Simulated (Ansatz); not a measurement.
# HBrCl (doublet): from Hartree-Fock to the top rungs at distance Cl1–H2 along a hydrogen transfer = 1.329 Å, cc-pVTZ

How much of the correlation energy of HBrCl (doublet) does each wave-function method recover here?

Computed with Ansatz 0.2.0, Gaussian basis. Level: cc-pVTZ, core rule «outside noble gas», up to 19 orbitals frozen.

The runs, in order: UHF; CCSD(T) on ROHF; CCSD(T) on UHF; BCCD(T) on ROHF; CCSDT(Q) on ROHF; CCSDT(Q) on UHF; CASSCF and MRCISD+Q, 3 electrons in 3 orbitals; CASSCF and NEVPT2, 3 electrons in 3 orbitals; CASSCF and MRCISD+Q, 15 electrons in 9 orbitals; CASSCF and NEVPT2, 15 electrons in 9 orbitals.

### Step 1. What is computed

The geometry derives from fragments relaxed apart (PBE0/def2-TZVP) and kept rigid, so it is no stationary point. A hydrogen atom is moved between rigid fragments. No spin-orbit coupling is included. The filled d shell of Br may be among the frozen orbitals whatever the setting's name suggests; the logs give the count.

3 atoms, charge 0, spin multiplicity 2.

Atoms are counted from 1 here; the program's logs count them from 0.

Bond lengths: Cl1–H2 1.329 Å.

Geometry (Å):

| atom | x (Å) | y (Å) | z (Å) |
| --- | --- | --- | --- |
| Cl1 | 0.0000 | 0.0000 | -1.4953 |
| H2 | 0.0000 | 0.0000 | -0.1663 |
| Br3 | 0.0000 | 0.0000 | 1.6617 |

### Step 2. UHF

The input, in.yaml:

```yaml
crystal:
  periodic: [false, false, false]
  atoms:
    - {symbol: Cl, position_ang: [0.000000, 0.000000, -1.495333]}
    - {symbol: H, position_ang: [0.000000, 0.000000, -0.166333]}
    - {symbol: Br, position_ang: [0.000000, 0.000000, 1.661667]}
basis:
  gaussian: {orbitals: cc-pVTZ}
magnetization: {spin_polarized: true, initial_magnetization: 1}
hamiltonian: {xc: hf}
output: {orbitals: {seedname: orbitals}}
```

Started as:

```bash
ansatz run in.yaml --threads 1 --pin off --events-out ev --progress --plain --max-ram 2560MiB --backend cpu
```

After this run come: CCSD(T) on ROHF; CCSD(T) on UHF; BCCD(T) on ROHF; CCSDT(Q) on ROHF; CCSDT(Q) on UHF; CASSCF and MRCISD+Q, 3 electrons in 3 orbitals; CASSCF and NEVPT2, 3 electrons in 3 orbitals; CASSCF and MRCISD+Q, 15 electrons in 9 orbitals; CASSCF and NEVPT2, 15 electrons in 9 orbitals.

**Question.** What will the summary of the whole plan be? Wanted: UCCSDT(Q) below the RHF energy; RMP2 from UCCSDT(Q); UMP2 from UCCSDT(Q); RCCSD from UCCSDT(Q); RCCSD(T) from UCCSDT(Q); UCCSD(T) from UCCSDT(Q); RCCSDT(Q) from UCCSDT(Q); NEVPT2 pair from UCCSDT(Q); MRCISD+Q pair from UCCSDT(Q).

As calculated:

| quantity | value |
| --- | --- |
| UCCSDT(Q) below the RHF energy | -11.1120 eV |
| RMP2 from UCCSDT(Q) | +1431.7 meV |
| UMP2 from UCCSDT(Q) | +1463.5 meV |
| RCCSD from UCCSDT(Q) | +435.4 meV |
| RCCSD(T) from UCCSDT(Q) | +46.2 meV |
| UCCSD(T) from UCCSDT(Q) | +45.2 meV |
| RCCSDT(Q) from UCCSDT(Q) | +2.5 meV |
| NEVPT2 pair from UCCSDT(Q) | +1463.8 meV |
| MRCISD+Q pair from UCCSDT(Q) | +258.9 meV |
| NEVPT2 valence from UCCSDT(Q) | +2490.7 meV |
| levels within 1 kcal/mol (43 meV) | RCCSDT, UCCSDT, RCCSDT(Q) |
| T1 diagnostic | 0.016 |
| effectively unpaired electrons | 1.00 |

RCCSD(T) lands +46.2 meV from the yardstick (0.4 % of the correlation energy). One determinant dominates. Of the multireference levels listed MRCISD+Q pair comes nearest in total energy (+258.9 meV), which doesn't show that its space is the better one. Coupled cluster took another determinant than the lowest Hartree-Fock one. These misses are within one basis, not against nature; the frozen cores of restricted and unrestricted runs differ, which can shift their rows.
